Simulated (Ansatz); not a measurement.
## BrCl: the interaction energy of a dimer with the counterpoise correction, step by step

With the Ansatz DFT code, driven from Python.

Notebook, run cell by cell (the value of a cell's last expression is shown):

```python
import ansatz as az
```

```python
FIRST = [
    ("Cl", (1.0785, 0.0, 0.0)),
    ("Br", (-1.0785, 0.0, 0.0)),
]
SECOND = [
    ("Cl", (2.6656, -2.4506, -1.9491)),
    ("Br", (3.969, -3.1646, -0.3858)),
]
```

```python
def energy(atoms, ghosts=()):
    molecule = az.Crystal.molecule()
    for symbol, xyz in atoms:
        molecule = molecule.atom(symbol, xyz)
    calc = (
        molecule.calculation()
        .basis(gaussian="def2-SVPD")
        .functional("pbe0")
    )
    deck = calc.input()
    if ghosts:
        deck = deck.set(az.key.basis.gaussian.ghost_atoms, [{"symbol": s, "position_ang": list(xyz)} for s, xyz in ghosts])
    return az.Session.from_dict(deck).plan().execute().report["free_energy_ev"]
```

```python
both = energy(FIRST + SECOND)
alone = energy(FIRST) + energy(SECOND)
ghosted = energy(FIRST, SECOND) + energy(SECOND, FIRST)
print(f"dimer {both:.6f} eV")
print(f"interaction, uncorrected   {23.060548 * (both - alone):8.3f} kcal/mol")
print(f"interaction, counterpoise  {23.060548 * (both - ghosted):8.3f} kcal/mol")
print(f"basis-set superposition    {23.060548 * (alone - ghosted):8.3f} kcal/mol")
```

    dimer -165087.694526 eV
    interaction, uncorrected     -0.026 kcal/mol
    interaction, counterpoise     0.481 kcal/mol
    basis-set superposition       0.508 kcal/mol

Uncorrected it is -0.026 kcal/mol, with the counterpoise correction 0.481 kcal/mol; the difference, 0.51 kcal/mol, is the superposition error. The sign changes with the correction, so this basis doesn't settle it.

Reading the output:
- Total energies depend on the basis set; only differences at equal settings carry meaning.
- The dimer is a generated trial pose of unrelaxed monomers, not a minimum, so the figure is no binding energy, and the basis set is small.
- This level lacks the dispersion part of the attraction (electrostatics and induction are there), which can decide the sign where the interaction is weak.
- Run time: 17 s on 1 thread of Arm Neoverse V2, on a shared host, peak memory 0.42 GiB.
